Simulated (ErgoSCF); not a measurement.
**B3LYP5/def2-SVP run of H2 (SMILES [H][H])**

What is the energy change on altering one bond length of H2 at B3LYP5/def2-SVP? 

Program for the calculation: ErgoSCF 3.8.

4 further runs of the same task are left out: 2 that didn't finish, 2 set aside as unsound or not needed.

**1. The system as given**

H2 has 2 atoms, charge 0, and is taken as a singlet. SMILES: `[H][H]`. The shape is that of a PBE0-D4/def2-TZVP optimisation.

Bond lengths: H1–H2 0.746 Å.

**2. The energy at B3LYP5/def2-SVP**

input.ego

```
set_nthreads(1)
scf.max_number_of_iterations = 150
XC.type = "Turbo"
scf.output_mulliken_pop = 1
tmpdir = "."
basis = "def2-SVP"
molecule_inline Angstrom
H        0.319300      -0.099200       0.165500
H       -0.319300       0.099200      -0.165500
EOF
run "B3LYP"
```

The basis set def2-SVP is read from a file made from the Basis Set Exchange's data (not shown).

Command:

```bash
$ ergo input.ego
```

Standard output:

```text
INMA ERGO version 3.8
INMA reading input from file input.ego
INMA  max_number_of_iterations := 150
INMA  type := Turbo
INMA  output_mulliken_pop := 1
INMA  basis := def2-SVP
INMA Basis really set to def2-SVP
INMA H (charge=1.0) 0.603390 -0.187461 0.312750
INMA H (charge=1.0) -0.603390 0.187461 -0.312750
INMA running B3LYP
INDF      This is a DFT calculation of type: B3LYP
INDF Weighted mixed functional:
INDF               HF exchange:    0.20000
INDF                       VWN:    0.19000
INDF                       LYP:    0.81000
INDF                     Becke:    0.72000
INDF                    Slater:    0.80000
INMA Running B3LYP
INSC SCF_general constructor, number of basis functions: 10
INSC Min internuclear distance:      1.41001 a.u.  =      0.74615 Angstrom
INSC Max internuclear distance:      1.41001 a.u.  =      0.74615 Angstrom
INSC Euclidean norm of overlap matrix =          3.09801571340  (acc 1.49e-08)
INSC Euclidean norm of invCholFactor after truncation =          4.55141314771
INSC Beginning of SCF cycle 1
INDF Grid for charge 1: 29 radial points, 2902 total, r=12.621360
INDF Generating Turbo grid Radint = 5e-09 AngInt: [ 6 29 ]
INDF Grid pruned from 5804 to 5770 grid points.
INDF Electrons:   2.0000023   1e-06: xc energy -0.523295 (serial)
INSC nuclearEnergy, energy_2el, energy = 0.709214, 0.653706, 1.026725
INSC Energy   1 =          1.02672507391
INSC maxabs FDS-SDF is   0.0815
INDE PURIFICATION CONVERGED after 10 iterations
INDE E(LUMO) - E(HOMO) >=          0.45619904609 =         12.41380850743 eV
INDE E(LUMO) - E(HOMO) <=          0.50552115872 =         13.75593157118 eV
INSC Beginning of SCF cycle 2
INDF Electrons:   2.0000002   1e-07: xc energy -0.565015 (serial)
INSC nuclearEnergy, energy_2el, energy = 0.709214, 0.621190, -1.166720
INSC Energy   2 =         -1.16672028711
INSC maxabs FDS-SDF is    0.014
INSC using DIIS to get combined Fock matrix, number of iters used for DIIS:  2
INDE PURIFICATION CONVERGED after 14 iterations
INDE E(LUMO) - E(HOMO) >=          0.48234963151 =         13.12540219129 eV
INDE E(LUMO) - E(HOMO) <=          0.54849282982 =         14.92525031681 eV
INSC Beginning of SCF cycle 3
INDF Electrons:   2.0000003   1e-07: xc energy -0.563406 (serial)
INSC nuclearEnergy, energy_2el, energy = 0.709214, 0.618537, -1.166872
INSC Energy   3 =         -1.16687197414  ( diff     -0.000151687027989 )
INSC maxabs FDS-SDF is  0.00268
INSC using DIIS to get combined Fock matrix, number of iters used for DIIS:  3
INDE PURIFICATION CONVERGED after 14 iterations
INDE E(LUMO) - E(HOMO) >=          0.49794206552 =         13.54969393780 eV
INDE E(LUMO) - E(HOMO) <=          0.55773965627 =         15.17686928404 eV
INSC Beginning of SCF cycle 4
INDF Electrons:   2.0000003   1e-07: xc energy -0.564069 (serial)
INSC nuclearEnergy, energy_2el, energy = 0.709214, 0.619436, -1.166878
INSC Energy   4 =         -1.16687767670  ( diff     -0.000005702562983 )
INSC maxabs FDS-SDF is 8.29e-05
INSC using DIIS to get combined Fock matrix, number of iters used for DIIS:  4
INDE PURIFICATION CONVERGED after 13 iterations
WADE The intersection of homoInterval_F_ort_prev_expanded and homoIntervalNew is empty set!
INDE E(LUMO) - E(HOMO) >=          0.50088009682 =         13.62964184271 eV
INDE E(LUMO) - E(HOMO) <=          0.54876707968 =         14.93271303568 eV
INSC Beginning of SCF cycle 5
INDF Electrons:   2.0000003   1e-07: xc energy -0.564030 (serial)
INSC nuclearEnergy, energy_2el, energy = 0.709214, 0.619390, -1.166878
INSC Energy   5 =         -1.16687768862  ( diff     -0.000000011921721 )
INSC maxabs FDS-SDF is 8.25e-08
RESC CONVERGED after   5 iterations.
RESC FINAL ENERGY:         -1.16687768862
TISC Main SCF loop took      0.05 usr cpu s       0.02 sys cpu s       0.07 wall s
INSC SCF: dipole_moment_x [atomic units] =      -0.00000000
INSC SCF: dipole_moment_y [atomic units] =       0.00000000
INSC SCF: dipole_moment_z [atomic units] =      -0.00000000
INSC Sum of Mulliken charges (electrons):       2.0000000
INSC Mulliken charge of atom 0 =      -0.0000000
INSC Mulliken charge of atom 1 =       0.0000000
INSC Sum of Mulliken atomic charges:      -0.0000000
```

Run time: 0.36 s. Hardware: 1 thread of Arm Neoverse V2, shared host.

**3. The distorted shape**

job.ego

```
# H2, B3LYP
set_nthreads("env")
scf.output_mulliken_pop = 1
basis = "def2-SVP"
XC.type = "Turbo"
tmpdir = "."
scf.max_number_of_iterations = 150
molecule_inline Angstrom
H      0.290409    -0.190562     0.221046
H     -0.271087     0.102857    -0.223102
EOF
run "B3LYP"
```

The basis set def2-SVP is read from a file made from the Basis Set Exchange's data (not shown).

Command:

```bash
$ ergo job.ego
```

Standard output, shortened:

```text
[...]
INDF Weighted mixed functional:
[...]
INSC Energy   1 =          1.02905384856
[...]
INDE PURIFICATION CONVERGED after 10 iterations
[...]
INDE PURIFICATION CONVERGED after 15 iterations
[...]
INDE PURIFICATION CONVERGED after 13 iterations
[...]
INDE PURIFICATION CONVERGED after 13 iterations
[...]
INDE E(LUMO) - E(HOMO) <=          0.53268294814 =         14.49504151774 eV
[...]
INSC Energy   5 =         -1.16692701824  ( diff     -0.000000003231216 )
[...]
RESC CONVERGED after   5 iterations.
RESC FINAL ENERGY:         -1.16692701824
[...]
INSC SCF: dipole_moment_x [atomic units] =       0.00000000
INSC SCF: dipole_moment_y [atomic units] =      -0.00000000
INSC SCF: dipole_moment_z [atomic units] =       0.00000000
[...]
```

It took 0.36 s on 1 thread of Arm Neoverse V2, shared host.

**4. Summary of results**

At B3LYP5/def2-SVP:

| quantity | value |
| --- | --- |
| first shape: total energy | -1.16688 Eh |
| first shape: dipole moment | 0.00 D |
| distorted shape: total energy | -1.16693 Eh |
| distorted shape: dipole moment | 0.00 D |
| energy change with the H1–H2 bond stretched from 0.746 to 0.774 Å | -0.001 eV |

**Reading.** With the H1–H2 bond stretched from 0.746 to 0.774 Å the energy falls by 0.00 eV (0.1 kJ/mol). The first shape isn't relaxed at this level, so the change isn't measured from a minimum.
